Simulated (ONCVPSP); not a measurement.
# Pr: generating and testing an ONCV potential

Do these settings give a usable potential? It is generated, then checked for transferability, scattering, ghosts and hardness.

Method: ONCVPSP 4.0.1, PBE, scalar-relativistic.

## 1. The design

The settings as typed:

| Property | Result |
| --- | --- |
| element | praseodymium (Pr, Z = 59) |
| type | optimised norm-conserving Vanderbilt (ONCV) |
| frozen core | [Kr] 4d10 |
| valence charge | 13 |
| reference configuration | 4f2 5s2 5p6 5d1 6s2 |
| partial waves | 5s+6s: rc 2.25 bohr, ncon 3, nbas 7, qcut 6.5 1/bohr, 2 projectors; 5p: rc 2.65 bohr, ncon 5, nbas 9, qcut 5.8 1/bohr, 2 projectors, debl 3.3 Ha; 5d: rc 2.85 bohr, ncon 3, nbas 7, qcut 4.3 1/bohr, 1 projector; 4f: rc 1.40 bohr, ncon 3, nbas 7, qcut 13 1/bohr, local |
| local potential | the f channel |
| core correction | Teter function, fcfact 4.25, rcfact 1.05 |

The nodes and maxima of the atom's own shells, from an earlier all-electron run, set the scale for the radii.

All-electron outer shells of the reference configuration (PBE, scalar-relativistic, ld1.x):

```
shell  level (eV)  outermost node (bohr)  outermost maximum (bohr)
   4d     -116.88                   0.30                      0.64
   5s      -42.17                   0.73                      1.33
   5p      -23.97                   0.79                      1.51
   4f       -6.22                      –                      0.68
   6s       -3.81                   1.78                      3.66
   5d       -3.00                   0.90                      2.11
   6p       -1.34                   2.11                      4.82
```

## 2. Generation

Pr.dat

```
# ATOM AND REFERENCE CONFIGURATION
# atsym  z   nc   nv     iexc    psfile
  Pr 59.00    9    5        4      upf
#
#   n    l    f
    1    0    2.00
    2    0    2.00
    2    1    6.00
    3    0    2.00
    3    1    6.00
    3    2   10.00
    4    0    2.00
    4    1    6.00
    4    2   10.00
    4    3    2.00
    5    0    2.00
    5    1    6.00
    5    2    1.00
    6    0    2.00
#
# PSEUDOPOTENTIAL AND OPTIMIZATION
# lmax
    3
#
#   l,   rc,      ep,       ncon, nbas, qcut
    0    2.25    0.00    3    7    6.50
    1    2.65    0.00    5    9    5.80
    2    2.85    0.00    3    7    4.30
    3    1.40    0.00    3    7   13.00
#
# LOCAL POTENTIAL
# lloc, lpopt,  rc(5),   dvloc0
    3    5    1.40    0.00
#
# VANDERBILT-KLEINMAN-BYLANDER PROJECTORs
# l, nproj, debl
    0    2    0.30
    1    2    3.30
    2    1    3.90
    3    0    1.20
#
# MODEL CORE CHARGE
# icmod, fcfact, rcfact
    3    4.25    1.05
#
# LOG DERIVATIVE ANALYSIS
# epsh1, epsh2, depsh
   -3.00    5.00    0.02
#
# OUTPUT GRID
# rlmax, drl
    6.00    0.01
#
# TEST CONFIGURATIONS
# ncnf
    4
# nvcnf
#   n    l    f
    5
    4    3    3.00
    5    0    2.00
    5    1    6.00
    5    2    0.00
    6    0    2.00
#
    5
    4    3    3.00
    5    0    2.00
    5    1    6.00
    5    2    0.00
    6    0    1.00
#
    5
    4    3    3.00
    5    0    2.00
    5    1    6.00
    5    2    0.00
    6    0    0.00
#
    5
    4    3    1.00
    5    0    2.00
    5    1    6.00
    5    2    0.00
    6    0    0.00
#
```

The run is started by

```
$ oncvpsp.x < Pr.dat > Pr.out
```

Before running it: what results should come out? Wanted: cutoffs for 1 and 0.1 mHa per electron, occupied waves; bound ghosts; GHOST(+) flags; largest test error; largest phase difference near zero energy, channels read; rms error of d²Exc/dn², without and with the model core.

**Answer**, as computed:

| quantity | value |
| --- | --- |
| cutoffs for 1 and 0.1 mHa per electron, occupied waves | 66 Ha and 73 Ha |
| bound ghosts | s at -411.30 eV, p at -67.16 eV, d at -15.71 eV |
| GHOST(+) flags | none at low energy |
| largest test error (AE − PS) | -80 meV, for 4f3 5s2 5p6 5d0 6s1 (1 test unsolved) |
| largest phase difference near zero energy, channels read | 0.018 rad |
| rms error of d²Exc/dn², without and with the model core | 11.44 and 6.46 mHa |

**Reading.** It has a bound ghost (s, p, d), a state that the atom doesn't have, and that rules the file out. By total energies transferability is fair where solved: the largest error is 80 meV on 4.6 eV, for 4f3 5s2 5p6 5d0 6s1. Of the tests 1 gave no usable energy difference, which is a warning in itself. It counts as very hard, with 66 Ha needed at the looser tolerance. At the looser tolerance the 4f wave is the slowest; 5s needs 13 Ha. Near zero energy the phases of the channels with partial waves agree within 0.018 rad. The pseudo curves have poles with no partner nearby in the atom's: p at -2.47 Ha, d at -0.58 Ha.
